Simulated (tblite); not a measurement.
# C4H12ClNSi3: the cost of one run

The runs use tblite 0.8.0 and PySCF 2.14.0, with density-fitted response routines of our own; the level of theory stands in each step. All values are computed, except where a source is named. Atoms are numbered from 0 throughout.

## 1. Starting geometry

21 atoms, charge 0, multiplicity 1; geometry from: force field or distance geometry start.

Bonds of the start (Å): N0–C1 1.17, C1–C2 1.45, C2–Si3 1.84, Si3–C4 1.85, C4–C5 1.51, C5–Si6 1.84, C4–Si7 1.84, Si7–Cl8 2.10, C2–H9 1.11, C2–H10 1.10, Si3–H11 1.49, Si3–H12 1.48, C4–H13 1.13, C5–H14 1.11, C5–H15 1.12, Si6–H16 1.47, Si6–H17 1.45, Si6–H18 1.49, Si7–H19 1.48, Si7–H20 1.46.

## 2. Relaxing the molecule with GFN2-xTB

The job: settings as JSON, then the geometry in Å.

```
{"job": {"kind": "relax", "xc": "GFN2-xTB", "basis": "xTB"}, "charge": 0, "multiplicity": 1}
N      4.976900     0.023200    -0.388000
C      3.911400     0.472300    -0.210200
C      2.604800     1.045000     0.046700
Si     1.439900    -0.259000     0.634700
C     -0.230600    -0.223400    -0.156400
C     -1.115800    -1.167100     0.618400
Si    -2.812600    -1.207200    -0.093500
Si    -0.958600     1.465500    -0.282800
Cl    -2.822900     1.435300     0.673400
H      2.219200     1.493100    -0.887600
H      2.672200     1.833700     0.814800
H      2.032800    -1.597700     0.383900
H      1.283400    -0.108000     2.096400
H     -0.089500    -0.621800    -1.201500
H     -1.173800    -0.916400     1.699500
H     -0.671100    -2.185700     0.493600
H     -3.127700    -2.568900    -0.542600
H     -2.966000    -0.290100    -1.203000
H     -3.787400    -0.900600     0.989700
H     -1.221600     1.782600    -1.702500
H     -0.171800     2.512300     0.371200
```

Run with:

```
$ OMP_NUM_THREADS=1 python probes_run.py task.json out
```

One launch serves the whole session: the jobs run in the order shown.

Q: Estimate the wall time and peak memory of this first job on 1 thread of Arm Neoverse V1, shared host.

About 3.3 s, with a peak of 0.18 GiB.
